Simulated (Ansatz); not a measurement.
Working through a cleavage or sliding curve of Tl, space group Im-3m

Computed with the Ansatz DFT code, driven from Python.

Notebook, run cell by cell (the value of a cell's last expression is shown):

**Cell 1**
```python
import ansatz as az
import numpy as np

FUNCTIONAL = 'pbesol'
CUTOFF = 420
SMEARING = 'fermi_dirac'
WIDTH_EV = 0.1
KGRID = (6, 6, 6)
```

**Cell 2**
```python
VECTORS = np.array([
    [-1.941, 1.941, 1.941],
    [1.941, -1.941, 1.941],
    [1.941, 1.941, -1.941],
])
SITES = [
    ('Tl', (0.0, 0.0, 0.0)),
]
```

**Cell 3**
```python
def crystal_on(cell):
    crystal = az.Crystal(lattice=az.Lattice.of(cell))
    for symbol, position in SITES:
        crystal = crystal.atom(symbol, position)
    return crystal

block = crystal_on(VECTORS).supercell(1, 1, 2).resolved()
cell0 = np.array(block.lattice.vectors)
xyz = np.array([site.position for site in block.sites]) @ cell0
normal = np.cross(cell0[0], cell0[1])
area = np.linalg.norm(normal)
normal *= np.sign(normal @ cell0[2]) / area
# the atoms stay where they are; only the third vector changes
energies = []
for amount in [0, 0.25, 0.5, 1.0, 2.0, 3.0]:
    cell = cell0.copy()
    cell[2] += amount * normal
    moved = az.Crystal(lattice=az.Lattice.of(cell))
    for site, fraction in zip(block.sites, xyz @ np.linalg.inv(cell)):
        moved = moved.atom(site.symbol, fraction)
    calculation = (
        moved.calculation()
        .functional(FUNCTIONAL)
        .accuracy('medium')
        .basis(CUTOFF)
        .occupations(SMEARING, width=WIDTH_EV)
        .kpoints(*KGRID)
    )
    energies.append(calculation.run(threads=1).report['free_energy_ev'])
    print(f'gap {amount:4.2f} A: {(energies[-1] - energies[0]) / area * 16.02177:8.4f} J/m^2')
```
Output:
```text
gap 0.00 A:   0.0000 J/m^2
gap 0.25 A:   0.0682 J/m^2
gap 0.50 A:   0.1836 J/m^2
gap 1.00 A:   0.4170 J/m^2
gap 2.00 A:   0.6782 J/m^2
gap 3.00 A:   0.7437 J/m^2
```

Reading the output:
- These settings explore the input space; cutoff and mesh may be short of convergence.
- This isn't the structure that Tl takes at ambient conditions.
- Gaps and levels are Kohn-Sham values on a finite set of k-points, without spin-orbit coupling.
- The atoms are held rigidly, so these energies lie above those of relaxed faces or faults.
- Run time: 14 s on 1 thread of Arm Neoverse V2, with other jobs on the host, peak memory 0.41 GiB.

(Lines on the test bed's own set-up are left out of the output.)
